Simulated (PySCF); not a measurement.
# GaGeH5 (SMILES [GaH2][GeH3]): levels of theory compared

Wanted: a comparison of 6 runs (BHLYP/def2-SVPD, BLYP/def2-SVPD, CAM-B3LYP/def2-SVPD, M06-2X/def2-SVPD, SVWN5/def2-SVPD, TPSS/def2-SVPD) of GaGeH5. 

Program for the calculation: PySCF 2.14.0.

2 further runs of the same task are left out: 2 set aside as unsound or not needed.

## 1. The molecule

The species is GaGeH5 (7 atoms), meant as a singlet with charge 0. SMILES: `[GaH2][GeH3]`. Geometry: relaxed at PBE0-D4/def2-TZVP.

Bond lengths: Ga1–Ge2 2.444 Å, Ga1–H3 1.572 Å, Ga1–H4 1.572 Å, Ge2–H5 1.540 Å, Ge2–H6 1.543 Å, Ge2–H7 1.540 Å. Angles: Ga1–Ge2–H5 113.0°, Ga1–Ge2–H6 109.4°, Ga1–Ge2–H7 112.6°, Ge2–Ga1–H3 120.3°, Ge2–Ga1–H4 120.7°, H5–Ge2–H6 106.9°, H5–Ge2–H7 107.8°, H6–Ge2–H7 106.8°, H3–Ga1–H4 119.0°.

## 2. The energy at BHLYP/def2-SVPD (run 1)

File input.py:

```python
from pyscf import gto, dft

molecule = gto.M(
    atom='''
Ga    -0.692585    -2.569272     0.210515
Ge     0.524966     1.866860    -0.202957
H      1.001366    -4.448982     1.766894
H     -3.199306    -3.574795    -1.025743
H     -0.581091     3.131843    -2.578720
H     -0.465062     3.363335     2.095895
H      3.411901     2.231011    -0.265695
''',
    max_memory=1860,
    basis='def2-svpd',
    spin=0,
    unit='bohr',
    verbose=3,
)

mf = dft.RKS(molecule)
mf.xc = 'bhandhlyp'
mf.grids.level = 5
mf.conv_tol = 1e-10
mf.kernel()
if not mf.converged:
    mf = mf.newton().run(mf.mo_coeff, mf.mo_occ)

energy = mf.e_tot
print('E(%s) = %.9f' % ('BHLYP', energy))
```

Launch:

```
OMP_NUM_THREADS=1 python input.py
```

What it wrote:

```text
converged SCF energy = -4004.27989360055
E(BHLYP) = -4004.279893601
```

It took 20 s on 1 thread of Intel Xeon at 2.70GHz, shared host; peak memory 0.65 GiB.

## 3. The energy at BLYP/def2-SVPD (run 2)

File input.xyz:

```xyz
7
GaGeH5
Ga    -0.366500    -1.359600     0.111400
Ge     0.277800     0.987900    -0.107400
H      0.529900    -2.354300     0.935000
H     -1.693000    -1.891700    -0.542800
H     -0.307500     1.657300    -1.364600
H     -0.246100     1.779800     1.109100
H      1.805500     1.180600    -0.140600
```

File run.py:

```python
from pyscf import gto, dft

molecule = gto.M(
    atom='input.xyz',
    basis='def2-svpd',
    verbose=3,
    max_memory=1860,
)

mf = dft.RKS(molecule, xc='blyp')
mf.grids.level = 5
mf.conv_tol = 1e-10
mf.kernel()
if not mf.converged:
    mf = mf.newton().run(mf.mo_coeff, mf.mo_occ)

etot = mf.e_tot
print(f'total energy: {etot:.8f} hartree')
```

Launch:

```
OMP_NUM_THREADS=1 python run.py
```

What it wrote:

```text
converged SCF energy = -4004.43577124925
total energy: -4004.43577125 hartree
```

Wall time 22 s (1 thread of Intel Xeon at 2.70GHz, shared host); peak memory 0.65 GiB.

Runs 3 to 5 aren't shown in full; the table further down has their settings and results.

## 4. The energy at TPSS/def2-SVPD (run 6)

File calc.py:

```python
from pyscf import gto, dft

mol = gto.M(
    atom='''
Ga    -0.366500    -1.359600     0.111400
Ge     0.277800     0.987900    -0.107400
H      0.529900    -2.354300     0.935000
H     -1.693000    -1.891700    -0.542800
H     -0.307500     1.657300    -1.364600
H     -0.246100     1.779800     1.109100
H      1.805500     1.180600    -0.140600
''',
    max_memory=1860,
    basis='def2-svpd',
    charge=0,
    verbose=3,
    spin=0,
)

ks = dft.RKS(mol)
ks.xc = 'tpss'
ks.grids.level = 5
ks.conv_tol = 1e-10
ks.kernel()
if not ks.converged:
    ks = ks.newton().run(ks.mo_coeff, ks.mo_occ)

etot = ks.e_tot
print(f'total energy: {etot:.8f} hartree')
```

Launch:

```
OMP_NUM_THREADS=1 python calc.py
```

What it wrote:

```text
converged SCF energy = -4004.31360640806
total energy: -4004.31360641 hartree
```

It took 34 s on 1 thread of Intel Xeon at 2.70GHz, shared host; peak memory 0.66 GiB.

## 5. The series

| run | level | energy (Eh) | dipole moment (D) | HOMO energy (eV) | LUMO energy (eV) | wall time |
| --- | --- | --- | --- | --- | --- | --- |
| 1 | BHLYP/def2-SVPD | -4004.279894 | 0.31 | -8.53 | -1.35 | 20 s |
| 2 | BLYP/def2-SVPD | -4004.435771 | 0.26 | -6.42 | -2.86 | 22 s |
| 3 | CAM-B3LYP/def2-SVPD | -4004.562872 | 0.30 | -8.83 | -1.19 | 41 s |
| 4 | M06-2X/def2-SVPD | -4004.314329 | 0.30 | -8.57 | -1.56 | 33 s |
| 5 | SVWN5/def2-SVPD | -3998.107558 | 0.23 | -6.65 | -3.14 | 11 s |
| 6 | TPSS/def2-SVPD | -4004.313606 | 0.26 | -6.68 | -2.75 | 34 s |

## 6. Outcome

```
            quantity           value
 run 6: total energy  -4004.31361 Eh
run 6: dipole moment          0.26 D
  run 6: HOMO energy        -6.68 eV
  run 6: LUMO energy        -2.75 eV
run 6: HOMO–LUMO gap         3.94 eV
```

What this shows: The dipole moment (its size) runs from 0.23 D (SVWN5/def2-SVPD) to 0.31 D (BHLYP/def2-SVPD). The HOMO–LUMO gap runs from 3.51 eV (SVWN5/def2-SVPD) to 7.63 eV (CAM-B3LYP/def2-SVPD). Totals of different functionals can't be ranked against each other. All runs together took 2.7 min, the longest 41 s.
